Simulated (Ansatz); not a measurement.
# C2H10In2O2: the cost of one run

The runs use Ansatz 0.2.0, Gaussian basis; RKS PBE0-D4/def2-TZVP.

The runs, in order: relaxation at PBE0-D4/def2-TZVP; harmonic vibrations at the same level; a single point in def2-TZVPP for the fields.

1 further run of the same task is left out (it didn't finish). Runs told in other sessions of the task aren't counted.

**1. Starting geometry**

SMILES `C[O+]1[InH2-][O+](C)[InH2-]1`, 16 atoms, charge 0, spin multiplicity 1.

Atoms are counted from 1 here; the program's logs count them from 0.

Bond lengths: C1–O2 1.413 Å, C1–H7 1.098 Å, C1–H8 1.100 Å, C1–H9 1.100 Å, O2–In3 2.203 Å, O2–In6 2.205 Å, In3–O4 2.203 Å, In3–H10 1.688 Å, In3–H11 1.680 Å, O4–C5 1.413 Å, O4–In6 2.204 Å, C5–H12 1.098 Å, C5–H13 1.100 Å, C5–H14 1.100 Å, In6–H15 1.688 Å, In6–H16 1.681 Å. Angles: O2–C1–H7 109.4°, O2–C1–H8 110.7°, O2–C1–H9 110.7°, H7–C1–H8 108.8°, H7–C1–H9 108.8°, H8–C1–H9 108.3°, C1–O2–In3 121.7°, C1–O2–In6 121.7°, In3–O2–In6 95.8°, O2–In3–O4 81.5°, O2–In3–H10 106.7°, O2–In3–H11 104.8°, O4–In3–H10 106.8°, O4–In3–H11 104.7°, H10–In3–H11 138.1°, In3–O4–C5 122.0°, In3–O4–In6 95.9°, C5–O4–In6 122.1° and more.

Coordinates:

```mol
C2H10In2O2
  3D, bonds by distance, orders not assigned

 16 16  0  0  0  0  0  0  0  0999 V2000
    0.0200    2.3980   -0.0800 C   0  0
   -0.2888    1.2979    0.7516 O   0  0
    1.2409   -0.1721    1.3443 In  0  0
   -0.0567   -1.5085    0.1671 O   0  0
    0.3930   -2.1412   -1.0140 C   0  0
   -1.8193   -0.1861    0.1880 In  0  0
   -0.2043    3.3322    0.4513 H   0  0
    1.0853    2.3917   -0.3528 H   0  0
   -0.5727    2.3651   -1.0056 H   0  0
    2.6039    0.1393    0.3991 H   0  0
    0.8872   -0.5362    2.9462 H   0  0
    0.3597   -3.2305   -0.8809 H   0  0
    1.4257   -1.8436   -1.2459 H   0  0
   -0.2441   -1.8683   -1.8676 H   0  0
   -2.2173    0.1165   -1.4241 H   0  0
   -2.6126   -0.5542    1.6233 H   0  0
  1  2  8  0
  2  3  8  0
  3  4  8  0
  4  5  8  0
  4  6  8  0
  1  7  8  0
  1  8  8  0
  1  9  8  0
  3 10  8  0
  3 11  8  0
  5 12  8  0
  5 13  8  0
  5 14  8  0
  6 15  8  0
  6 16  8  0
  2  6  8  0
M  END
```

The start is a GFN2-xTB geometry. In takes the def2 core potential; no spin-orbit term is included.

**2. Geometry optimisation, PBE0-D4/def2-TZVP**

in.yaml reads:

```yaml
crystal:
  periodic: [false, false, false]
  atoms:
    - {symbol: C, position_ang: [0.020030, 2.398030, -0.079980]}
    - {symbol: O, position_ang: [-0.288810, 1.297920, 0.751640]}
    - {symbol: In, position_ang: [1.240930, -0.172150, 1.344290]}
    - {symbol: O, position_ang: [-0.056660, -1.508450, 0.167110]}
    - {symbol: C, position_ang: [0.392960, -2.141240, -1.013960]}
    - {symbol: In, position_ang: [-1.819250, -0.186090, 0.187970]}
    - {symbol: H, position_ang: [-0.204330, 3.332200, 0.451290]}
    - {symbol: H, position_ang: [1.085320, 2.391670, -0.352820]}
    - {symbol: H, position_ang: [-0.572720, 2.365130, -1.005590]}
    - {symbol: H, position_ang: [2.603880, 0.139290, 0.399110]}
    - {symbol: H, position_ang: [0.887250, -0.536210, 2.946220]}
    - {symbol: H, position_ang: [0.359700, -3.230500, -0.880940]}
    - {symbol: H, position_ang: [1.425740, -1.843640, -1.245930]}
    - {symbol: H, position_ang: [-0.244120, -1.868280, -1.867620]}
    - {symbol: H, position_ang: [-2.217270, 0.116460, -1.424070]}
    - {symbol: H, position_ang: [-2.612630, -0.554150, 1.623280]}
basis:
  gaussian: {orbitals: def2-TZVP}
hamiltonian: {xc: pbe0, dispersion: d4}
relax: {f_tol: 0.005, max_steps: 150}
```

Run with:

```console
ansatz run in.yaml --threads 4 --pin off --events-out ev --progress --plain --max-ram 11315MiB
```

**Question.** How long does this run take on 4 threads of Arm Neoverse V2, shared host, and how much memory does it need?

About 9.2 min, with a peak of 1.2 GiB.
